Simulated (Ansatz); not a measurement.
## GeH5ISSi, SMILES [GeH3][S][SiH2]I: a rigid scan of one bond angle, step by step

With the Python package of Ansatz (0.2.0).

The cells in order, each with its output:

In [1]:
```python
import ansatz as az
from ase import Atoms

atoms = Atoms(["Ge", "S", "Si", "I", "H", "H", "H", "H", "H"], positions=[
    (0.2154, 1.606, -0.1117),
    (1.0613, 0.0154, 1.0848),
    (-0.1743, -1.4735, 0.1103),
    (0.4663, -3.6763, 1.0625),
    (0.8069, 2.9963, 0.266),
    (0.4323, 1.405, -1.6295),
    (-1.3345, 1.7077, 0.1352),
    (-1.5261, -1.1633, 0.343),
    (0.1412, -1.4636, -1.2777),
])
```

In [2]:
```python
first = (
    az.Crystal.molecule_from_ase(atoms).calculation()
    .basis(gaussian="def2-SVP")
    .functional("pbe0")
    .relax(force_tolerance=0.02, max_steps=80)
)
atoms.positions = first.run(threads=1, pin="off").report["positions_ang"]
```

In [3]:
```python
rows = []
for angle in [90, 100, 110, 120, 135, 150, 165, 179]:
    bent = atoms.copy()
    bent.set_angle(2, 1, 0, angle, indices=[0, 4, 5, 6])
    base = (
        az.Crystal.molecule_from_ase(bent).calculation()
        .basis(gaussian="def2-SVP")
        .correlation("mp2")
    )
    rows.append((angle, base.run(threads=1, pin="off").report["free_energy_ev"]))
floor = min(e for _, e in rows)
for angle, e in rows:
    print(f"angle Si2-S1-Ge0 = {angle:3d} deg   {1000 * (e - floor):9.1f} meV")
```
```text
angle Si2-S1-Ge0 =  90 deg        47.6 meV
angle Si2-S1-Ge0 = 100 deg         0.0 meV
angle Si2-S1-Ge0 = 110 deg        66.7 meV
angle Si2-S1-Ge0 = 120 deg       210.0 meV
angle Si2-S1-Ge0 = 135 deg       521.8 meV
angle Si2-S1-Ge0 = 150 deg       881.1 meV
angle Si2-S1-Ge0 = 165 deg      1187.7 meV
angle Si2-S1-Ge0 = 179 deg      1326.7 meV
```

The scan is rigid, and the energies are electronic, in a modest basis. The zero is the lowest point of the grid, which needn't be the minimum. def2 sets replace the cores of elements past krypton by effective core potentials. The start is relaxed with a density functional and scanned with the wavefunction method, so it isn't exactly that method's minimum. Run time: 110 s on 1 thread of Arm Neoverse V1 (shared host), peak memory 0.41 GiB.
